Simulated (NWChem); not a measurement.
# One shape, several levels: GeHBrO (SMILES [OH][Ge][Br])

Wanted: a comparison of 5 runs (HF/STO-3G, HF/3-21G, B3LYP/6-31G*, B3LYP/def2-SVPD) of GeHBrO. 

The calculation is run with NWChem 7.3.0.

### 1 The molecule

GeHBrO: 4 atoms, total charge 0, spin state singlet. As SMILES, `[OH][Ge][Br]`. The coordinates come from a PBE0-D4/def2-TZVP relaxation.

Bond lengths: O1–Ge2 1.771 Å, Ge2–Br3 2.376 Å, O1–H4 0.963 Å. Angles: O1–Ge2–Br3 98.8°, Ge2–O1–H4 115.4°.

### 2 Energy and forces at HF/STO-3G (run 1)

Contents of calc.xyz:

```xyz
4

O     -0.884800     0.569300    -0.516300
Ge    -0.674200    -0.628600     0.771400
Br     1.688500    -0.856600     0.675300
H     -0.074000     0.855700    -0.950600
```

Contents of calc.nw:

```
start calc
memory 2200 mb
geometry noautosym nocenter noautoz
  load format xyz calc.xyz
end
basis spherical bse
  * library STO-3G
end
scf
  thresh 1e-08
  maxiter 80
  print low
end
task scf gradient
```

Started as:

```
$ nwchem calc.nw > calc.out
```

Standard output:

```text
[...]
  functions       =    42
[...]
  wavefunction    = RHF
[...]
         Total SCF energy =  -4670.879240560576
      One-electron energy =  -7329.506513634606
      Two-electron energy =   2268.100388404224
 Nuclear repulsion energy =    390.526884669806
        Time for solution =      2.4s
[...]
                         RHF ENERGY GRADIENTS
    atom               coordinates                        gradient
                 x          y          z           x          y          z
   1 O      -1.672030   1.075821  -0.975666    0.014346   0.047820  -0.054747
   2 Ge     -1.274053  -1.187882   1.457735   -0.014171  -0.035388   0.041037
   3 Br      3.190802  -1.618739   1.276132    0.025684  -0.005402   0.002173
   4 H      -0.139840   1.617039  -1.796374   -0.025859  -0.007031   0.011537
 Task  times  cpu:        3.7s     wall:        3.7s
 Total times  cpu:        3.7s     wall:        3.7s
```

Run time: 4.5 s. Hardware: 1 thread of AMD EPYC 9R45 (Zen 5), shared host; peak memory 0.1 GiB.

### 3 Energy and forces at HF/3-21G (run 2)

Contents of struct.nw:

```
start struct
memory 2200 mb
charge 0

geometry noautosym nocenter noautoz
O       -0.884800       0.569300      -0.516300
Ge      -0.674200      -0.628600       0.771400
Br       1.688500      -0.856600       0.675300
H       -0.074000       0.855700      -0.950600
end

basis spherical bse
O library 3-21G
Ge library 3-21G
Br library 3-21G
H library 3-21G
end

scf
nopen 0
rhf
thresh 1e-08
maxiter 80
noprint "final vectors analysis"
end

task scf gradient
```

Started as:

```
$ nwchem struct.nw > struct.out
```

Standard output:

```text
[...]
  functions       =    55
[...]
  wavefunction    = RHF
[...]
         Total SCF energy =  -4700.488440231310
      One-electron energy =  -7337.942046842515
      Two-electron energy =   2246.926721941400
 Nuclear repulsion energy =    390.526884669805
        Time for solution =      2.5s
[...]
                         RHF ENERGY GRADIENTS
    atom               coordinates                        gradient
                 x          y          z           x          y          z
   1 O      -1.672030   1.075821  -0.975666   -0.013601   0.026008  -0.026633
   2 Ge     -1.274053  -1.187882   1.457735    0.033920  -0.016867   0.013586
   3 Br      3.190802  -1.618739   1.276132   -0.021939   0.001178   0.001925
   4 H      -0.139840   1.617039  -1.796374    0.001620  -0.010318   0.011122
[...]
```

Wall time 4.5 s (1 thread of AMD EPYC 9R45 (Zen 5), shared host); peak memory 0.1 GiB.

Run 3 isn't shown in full; the table further down has it.

### 4 Energy and forces at B3LYP/6-31G(d) (Cartesian functions) (run 4)

Contents of brgeho.nw:

```
start brgeho
memory 2200 mb
charge 0

geometry units angstroms noautosym nocenter noautoz
   O     -0.884800     0.569300    -0.516300
   Ge    -0.674200    -0.628600     0.771400
   Br     1.688500    -0.856600     0.675300
   H     -0.074000     0.855700    -0.950600
end

basis
   * library 6-31G*
end

dft
   xc b3lyp
   grid xfine
   convergence energy 1e-08
   iterations 100
   mulliken
end

task dft gradient
```

Started as:

```
$ nwchem brgeho.nw > brgeho.out
```

Standard output:

```text
[...]
          Wavefunction type:  closed shell.
          No. of atoms     :     4
          No. of electrons :    76
[...]
          Charge           :     0
          Spin multiplicity:     1
[...]
          AO basis - number of functions:    87
[...]
              XC Information
              --------------
                         B3LYP Method XC Potential
                     Hartree-Fock (Exact) Exchange  0.200
                        Slater Exchange Functional  0.800 local
                    Becke 1988 Exchange Functional  0.720 non-local
              Lee-Yang-Parr Correlation Functional  0.810
                  VWN I RPA Correlation Functional  0.190 local
[...]
 d= 0,ls=0.0,diis     1  -4726.4546339254 -5.12D+03  2.02D-02  2.63D+00     2.2
[...]
 d= 0,ls=0.0,diis    12  -4726.5464780115 -1.82D-10  3.10D-07  5.51D-10    17.7
         Total DFT energy =    -4726.546478011507
      One electron energy =    -7359.068886064322
           Coulomb energy =     2421.322483617020
    Exchange-Corr. energy =     -179.326960234010
 Nuclear repulsion energy =      390.526884669805
[...]
      Total Density - Mulliken Population Analysis
     ---------------------------------------------
    Atom       Charge   Shell Charges
 -----------   ------   -------------------------------------------------------
    1 O    8     8.66   1.99  0.91  2.90  0.93  1.89  0.04
    2 Ge  32    31.48   2.00  1.99  6.00  1.93  5.99  1.62  1.28  0.32  0.16  6.93  2.98  0.27
    3 Br  35    35.28   2.00  1.99  6.00  1.93  5.99  1.62  3.82  0.38  1.49  7.02  2.95  0.11
    4 H    1     0.58   0.47  0.11
[...]
  wavefunction    = closed shell
                         DFT ENERGY GRADIENTS
    atom               coordinates                        gradient
                 x          y          z           x          y          z
   1 O      -1.672030   1.075821  -0.975666    0.010186  -0.004743   0.003724
   2 Ge     -1.274053  -1.187882   1.457735    0.006983   0.005964  -0.007591
   3 Br      3.190802  -1.618739   1.276132   -0.009304   0.001352  -0.000122
   4 H      -0.139840   1.617039  -1.796374   -0.007865  -0.002574   0.003989
[...]
```

Run time: 28 s. Hardware: 1 thread of AMD EPYC 9R45 (Zen 5), shared host; peak memory 0.13 GiB.

### 5 Energy and forces at B3LYP/def2-SVPD (run 5)

Contents of a.xyz:

```xyz
4
BrGeHO
O     -0.884800     0.569300    -0.516300
Ge    -0.674200    -0.628600     0.771400
Br     1.688500    -0.856600     0.675300
H     -0.074000     0.855700    -0.950600
```

Contents of run.py:

```python
from ase.io import read
from ase.calculators.nwchem import NWChem

molecule = read('a.xyz')

calc = NWChem(
    label='a',
    theory='dft',
    memory='2200 mb',
    basis='def2-SVPD',
    basispar='spherical bse',
    dft={'xc': 'b3lyp', 'mult': '1', 'grid': 'fine', 'convergence': 'energy 1e-08', 'iterations': '100', 'mulliken': None},
)
molecule.calc = calc

forces = molecule.get_forces()
print("Total energy (eV):", round(molecule.get_potential_energy(), 6))
print("forces (eV/A):")
for s, f in zip(molecule.symbols, forces):
    print(f"{s:2s} {f[0]:10.5f} {f[1]:10.5f} {f[2]:10.5f}")
print("dipole (e A):", molecule.get_dipole_moment().round(4))
```

Started as:

```
$ export ASE_NWCHEM_COMMAND="nwchem PREFIX.nwi > PREFIX.nwo"
$ python run.py
```

Standard output:

```text
Total energy (eV): -128614.995086
forces (eV/A):
O    -0.19412    0.31583   -0.31907
Ge   -0.38567   -0.42567    0.52517
Br    0.42706   -0.05826    0.00144
H     0.15272    0.16810   -0.20754
dipole (e A): [-0.1797 -0.0046  0.0315]
```

The calculator wrote a.nwi:

```
title "a"

permanent_dir a

scratch_dir a

start a

geometry units angstrom nocenter noautosym noautoz
  O  -8.8480000000000003e-01 5.6930000000000003e-01 -5.1629999999999998e-01
  Ge -6.7420000000000002e-01 -6.2860000000000005e-01 7.7139999999999997e-01
  Br 1.6884999999999999e+00 -8.5660000000000003e-01 6.7530000000000001e-01
  H  -7.3999999999999996e-02 8.5570000000000002e-01 -9.5060000000000000e-01
end

memory 2200 mb

basis spherical bse noprint
   * library def2-SVPD
end

dft
  xc b3lyp
  mult 1
  grid fine
  convergence energy 1e-08
  iterations 100
  mulliken
end

task dft gradient
```

a.nwo:

```text
Northwest Computational Chemistry Package (NWChem) 7.3.0
             --------------------------------------------------------

           Job information
           ---------------

    nwchem branch   = 7.3.0
    use scalapack   = T
    input           = a.nwi
    prefix          = a.
    data base       = a/a.db
    status          = startup
    nproc           =        1

           Memory information
           ------------------

    heap     =     72089598 doubles =      550.0 Mbytes
    stack    =     72089595 doubles =      550.0 Mbytes
    global   =    144179200 doubles =     1100.0 Mbytes (distinct from heap & stack)
    total    =    288358393 doubles =     2200.0 Mbytes
    verify   = yes
    hardfail = no

[... 93 lines left out ...]
  convergence criterion.
[... 41 lines left out ...]
          Spatial weights used:  Erf1
[... 73 lines left out ...]
         Total DFT energy =    -4726.513929523338
[... 3 lines left out ...]
 Nuclear repulsion energy =      390.526884669805
[... 852 lines left out ...]
          Convergence on gradient requested:  5.00D-04
[... 28 lines left out ...]
          total energy or number of iterations.
[... 26 lines left out ...]
                         DFT ENERGY GRADIENTS

    atom               coordinates                        gradient
                 x          y          z           x          y          z
   1 O      -1.672030   1.075821  -0.975666    0.003775  -0.006142   0.006205
   2 Ge     -1.274053  -1.187882   1.457735    0.007500   0.008278  -0.010213
   3 Br      3.190802  -1.618739   1.276132   -0.008305   0.001133  -0.000028
   4 H      -0.139840   1.617039  -1.796374   -0.002970  -0.003269   0.004036

                 ----------------------------------------
                 |  Time  |  1-e(secs)   |  2-e(secs)   |
                 ----------------------------------------
                 |  CPU   |       0.01   |      10.64   |
                 ----------------------------------------
                 |  WALL  |       0.01   |      10.64   |
                 ----------------------------------------

 Task  times  cpu:       26.3s     wall:       26.3s
 Total times  cpu:       26.3s     wall:       26.3s
```

It took 27 s on 1 thread of AMD EPYC 9R45 (Zen 5), shared host; peak memory 0.13 GiB.

### 6 The series

```
run                               level  iteration cap  module   energy (Eh)  largest force (eV/Å)  wall time
  1                           HF/STO-3G             80     scf  -4670.879241                 3.810      4.5 s
  2                            HF/3-21G             80     scf  -4700.488440                 2.069      4.5 s
  3  B3LYP/6-31G* (spherical functions)            100     dft  -4726.530794                 0.629       26 s
  4  B3LYP/6-31G* (Cartesian functions)            100     dft  -4726.546478                 0.613       28 s
  5                     B3LYP/def2-SVPD            100     dft  -4726.513930                 0.778       27 s
```

### 7 Results

| quantity | value |
| --- | --- |
| run 5: total energy | -4726.51393 Eh |
| run 5: dipole moment | 0.88 D |
| run 5: HOMO energy | -7.79 eV |
| run 5: LUMO energy | -2.78 eV |
| run 5: HOMO–LUMO gap | 5.01 eV |
| run 5: largest force on an atom | 0.778 eV/Å |

**Reading.** Over runs 2, 3, 4, 5 the dipole moment (its size) runs from 0.88 D (B3LYP/def2-SVPD) to 1.39 D (HF/3-21G). The two ends differ in method and basis. Over runs 3, 4, 5 the HOMO–LUMO gap runs from 5.01 eV (B3LYP/def2-SVPD) to 5.05 eV (B3LYP/6-31G*). In run 1 the basis is minimal, so the values are rough. All runs together took 91 s, the longest 28 s.
